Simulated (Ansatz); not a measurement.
# H4O3SZr: a ladder of functionals and wavefunction methods

An exercise on one series of results from a longer session: the logs are not shown, and one member is left open.

Method: functionals in def2-TZVPP, the program's frozen cores in correlated methods; program: Ansatz 0.2.0, Gaussian basis.

The runs, in order: LDA (SPW92), PBE-D4, revPBE-D4, BLYP-D4, r2SCAN-D4, B97M-V, PBE0-D4, B3LYP-D4, r2SCANh-D4, r2SCAN0-D4, HSE06-D4, BHLYP-D4, CAM-B3LYP-D4, LC-ωPBE, ωB97X-V, ωB97M-V, B2PLYP, PBE-QIDH; CCSD(T)/def2-SVP; CCSD(T)/def2-TZVPP; MP2/def2-QZVPP; extrapolation to the limit; RPA on PBE.

### Structure used throughout

The geometry comes from an earlier relaxation with PBE0-D4 in a triple-zeta def2 set; it is a stationary point, not always the lowest conformer. Zr takes the def2 core potential; no spin-orbit term is included.

SMILES `[OH][Zr]([OH])([OH])[SH]`, 9 atoms, charge 0, spin multiplicity 1.

Atoms are counted from 1 here; the program's logs count them from 0.

Bond lengths: O1–Zr2 1.913 Å, O1–H6 0.953 Å, Zr2–O3 1.917 Å, Zr2–O4 1.918 Å, Zr2–S5 2.480 Å, O3–H7 0.952 Å, O4–H8 0.952 Å, S5–H9 1.346 Å. Angles: Zr2–O1–H6 164.0°, O1–Zr2–O3 113.0°, O1–Zr2–O4 111.5°, O1–Zr2–S5 104.7°, O3–Zr2–O4 108.8°, O3–Zr2–S5 109.1°, O4–Zr2–S5 109.6°, Zr2–O3–H7 164.1°, Zr2–O4–H8 164.0°, Zr2–S5–H9 92.2°.

Set-up of the first run:

Input file in.yaml:

```yaml
crystal:
  periodic: [false, false, false]
  atoms:
    - {symbol: O, position_ang: [-0.633322, 1.855435, -0.635481]}
    - {symbol: Zr, position_ang: [-0.050958, 0.131625, -0.043461]}
    - {symbol: O, position_ang: [-0.095076, -1.192138, -1.429831]}
    - {symbol: O, position_ang: [-1.092543, -0.492283, 1.440863]}
    - {symbol: S, position_ang: [2.298026, 0.473300, 0.675926]}
    - {symbol: H, position_ang: [-1.012753, 2.571731, -1.135929]}
    - {symbol: H, position_ang: [-0.300707, -1.954972, -1.961214]}
    - {symbol: H, position_ang: [-1.605614, -0.544993, 2.241183]}
    - {symbol: H, position_ang: [2.492956, -0.847705, 0.847944]}
basis:
  gaussian: {orbitals: def2-TZVPP}
hamiltonian: {xc: lda}
output: {orbitals: {seedname: orbitals}}
```

On the command line:

```sh
$ ansatz run in.yaml --threads 4 --pin off --events-out ev --progress --plain --max-ram 10444MiB
```

Among the steps run: LDA; PBE-D4 (GGA); revPBE-D4 (GGA); BLYP-D4 (GGA); r2SCAN-D4 (meta-GGA); B97M-V (meta-GGA); B3LYP-D4 (hybrid); r2SCANh-D4 (hybrid); r2SCAN0-D4 (hybrid); HSE06-D4 (hybrid); BHLYP-D4 (hybrid); CAM-B3LYP-D4 (range-separated); LC-ωPBE (range-separated); ωB97X-V (range-separated); ωB97M-V (range-separated); B2PLYP (double hybrid); PBE-QIDH (double hybrid).

One of the session's tables, all rows but one given; the rest of the session is left out.

It belongs to the step «Orbital energies across the functionals». 

| functional | HOMO (eV) | gap (eV) |
| --- | --- | --- |
| LDA (SPW92) | -5.88 | 4.37 |
| PBE-D4 | -5.73 | 4.43 |
| revPBE-D4 | -5.67 | 4.46 |
| BLYP-D4 | -5.56 | 4.37 |
| r2SCAN-D4 | -6.02 | 4.93 |
| B97M-V | -6.07 | 5.00 |
| PBE0-D4 | -6.95 | 6.54 |
| B3LYP-D4 | -6.70 | 6.04 |
| r2SCANh-D4 | -6.47 | 5.70 |
| r2SCAN0-D4 | -7.15 | 6.87 |
| HSE06-D4 | -6.55 | 5.76 |
| BHLYP-D4 | ? | ? |
| CAM-B3LYP-D4 | -8.24 | 8.52 |
| LC-ωPBE | -9.63 | 10.89 |
| ωB97X-V | -9.27 | 10.43 |
| ωB97M-V | -9.11 | 9.72 |

**Question.** Estimate the row for BHLYP-D4.

Worked estimate for «HOMO (eV)». Against the share of exact exchange, BLYP-D4 (0, -5.56), B3LYP-D4 (0.2, -6.70) give a slope of -5.70 per unit share; at 0.5 the line stands at -8.41.

As computed: HOMO (eV): -8.01; gap (eV): 8.17. In «HOMO (eV)» the line misses by -0.40.
